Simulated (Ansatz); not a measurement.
# TiH+ (triplet): wave-function methods side by side at distance Ti1–H2 = 3.760 Å, def2-TZVPP

Aim: climb from Hartree-Fock through coupled cluster and multireference methods for TiH+ (triplet) at one geometry and basis, and see what each rung misses.

The runs use Ansatz 0.2.0, Gaussian basis; def2-TZVPP, core rule «outside noble gas», up to 9 orbitals frozen.

To be run: UHF; CCSD(T) on ROHF; CCSD(T) on UHF; CCSDT(Q) on ROHF; CCSDT(Q) on UHF; CASSCF and NEVPT2, 4 electrons in 4 orbitals; Full CI.

48 further runs of the same task are left out: 30 for a known fault of the program, 18 that didn't finish. Runs told in other sessions of the task aren't counted.

**1. What is computed**

The geometry derives from a PBE0/def2-TZVP stationary point (not a proven minimum). One bond is set to the value named and the two fragments are kept rigid.

2 atoms, charge 1, spin multiplicity 3.

Atoms are counted from 1 here; the program's logs count them from 0.

No contacts short enough for the rule that draws bonds.

As a file:

```
atom    x (Å)    y (Å)    z (Å)
 Ti1  0.00000  0.00000  0.00000
  H2  0.00000  0.00000  3.76000
```

**2. UHF**

File in.yaml:

```yaml
crystal:
  periodic: [false, false, false]
  atoms:
    - {symbol: Ti, position_ang: [0.000000, 0.000000, 0.000000]}
    - {symbol: H, position_ang: [0.000000, 0.000000, 3.760000]}
basis:
  gaussian: {orbitals: def2-TZVPP}
total_charge: 1
magnetization: {spin_polarized: true, initial_magnetization: 2}
hamiltonian: {xc: hf}
output: {orbitals: {seedname: orbitals}}
```

The run is started by

```sh
$ ansatz run in.yaml --threads 1 --pin off --events-out ev --progress --plain --max-ram 2393MiB
```

The runs that follow: CCSD(T) on ROHF; CCSD(T) on UHF; CCSDT(Q) on ROHF; CCSDT(Q) on UHF; CASSCF and NEVPT2, 4 electrons in 4 orbitals; Full CI.

**Question.** What will the summary of the whole plan be? Wanted: FCI from the RHF energy; RMP2 from FCI; RCCSD from FCI; RCCSD(T) from FCI; RCCSDT(Q) from FCI; NEVPT2 pair from FCI; T1 diagnostic; effectively unpaired electrons.

**Answer**, as computed:

| quantity | value |
| --- | --- |
| FCI from the ROHF energy | -2.5989 eV |
| RMP2 from FCI | +1442.9 meV |
| RCCSD from FCI | -98.0 meV |
| RCCSD(T) from FCI | -126.5 meV |
| RCCSDT(Q) from FCI | -136.1 meV |
| NEVPT2 pair from FCI | -4.0 meV |
| levels within 1 kcal/mol (43 meV) | NEVPT2 pair |
| T1 diagnostic | 0.376 |
| effectively unpaired electrons | 3.86 |

In words: RCCSD(T) lands -126.5 meV from the yardstick (4.9 % of the correlation energy). RCCSD, RCCSD(T), RCCSDT, RCCSDT(Q), NEVPT2 pair fall below full CI, which methods that aren't variational can do. The occupations show strong static correlation (3.9 unpaired electrons where one determinant has 2). Coupled cluster on one determinant still stays close here. Coupled cluster took another determinant than the lowest Hartree-Fock one. These misses are within one basis, not against nature.
